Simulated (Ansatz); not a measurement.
# KHO: a rigid scan of the bond length O1–K2

How does the energy rise as the bond length O1–K2 leaves its equilibrium value, and do density functionals follow CCSD(T)? No other atom is relaxed.

Method: single points in def2-TZVPP; program: Ansatz 0.2.0, Gaussian basis.

Levels: PBE-D4, r2SCAN-D4, PBE0-D4, B3LYP-D4, wB97M-V, Hartree-Fock, MP2, CCSD, CCSD(T). The scan takes 1.989, 2.033, 2.098, 2.174, 2.258, 2.349, 2.445, 2.546, 2.652 Å.

Cores are frozen in the correlated methods. The outer core shell of Li, Na, Mg and K is correlated. B3LYP uses VWN-RPA correlation.

18 further runs of the same task are left out: 18 set aside as unsound or not needed.

## (1) The system as given

SMILES `[OH][K]`, 3 atoms, charge 0, spin multiplicity 1.

Atoms are counted from 1 here; the program's logs count them from 0.

Bond lengths: O1–K2 2.325 Å, O1–H3 1.067 Å, K2–H3 2.821 Å. Angles: K2–O1–H3 106.5°, O1–K2–H3 21.3°, O1–H3–K2 52.2°.

Geometry (Å):

```xyz
3
charge 0, multiplicity 1
O    -0.5234   -0.4515   -0.3438
K     1.4760   -0.1261    0.7969
H    -0.9636    0.5128   -0.4663
```

## (2) A first relaxation in a small basis

pre/in.yaml reads:

```yaml
crystal:
  periodic: [false, false, false]
  atoms:
    - {symbol: O, position_ang: [-0.523400, -0.451500, -0.343800]}
    - {symbol: K, position_ang: [1.476000, -0.126100, 0.796900]}
    - {symbol: H, position_ang: [-0.963600, 0.512800, -0.466300]}
basis:
  gaussian: {orbitals: def2-SVP}
hamiltonian: {xc: pbe, dispersion: d4}
relax: {f_tol: 0.03, max_steps: 250}
```

No record of the launch command was kept for these runs.

The runs that follow: Relaxation at PBE0-D4; Reference energies at the minimum; O1–K2 = 1.989 Å; O1–K2 = 2.033 Å; O1–K2 = 2.098 Å; O1–K2 = 2.174 Å; O1–K2 = 2.258 Å; O1–K2 = 2.349 Å; O1–K2 = 2.445 Å; O1–K2 = 2.546 Å; O1–K2 = 2.652 Å.

Before running it: what results should come out? Wanted: highest point, CCSD(T); lowest point, CCSD(T); minimum along the scan, CCSD(T); RMS deviation from CCSD(T); largest T1 diagnostic.

As calculated:

```
                       quantity                                                                                                                      value
         highest point, CCSD(T)                                                                                                        0.457 eV at 2.652 Å
          lowest point, CCSD(T)                                                                                                       -0.001 eV at 2.258 Å
minimum along the scan, CCSD(T)                                                                                                                    2.237 Å
                curvature there                                                                                                                  8.9 eV/Å²
     RMS deviation from CCSD(T)  PBE-D4 0.033, r2SCAN-D4 0.033, PBE0-D4 0.046, B3LYP-D4 0.021, wB97M-V 0.024, Hartree-Fock 0.024, MP2 0.004, CCSD 0.001 eV
          largest T1 diagnostic                                                                                                                      0.013
```

A polynomial through the near points puts the CCSD(T) minimum 0.027 Å above the PBE0-D4 value. It is steeper on the short side than on the long one. Curvature against CCSD(T): PBE-D4 -1 %, Hartree-Fock -2 %. The curve of CCSD lies nearest to CCSD(T), that of PBE0-D4 farthest.
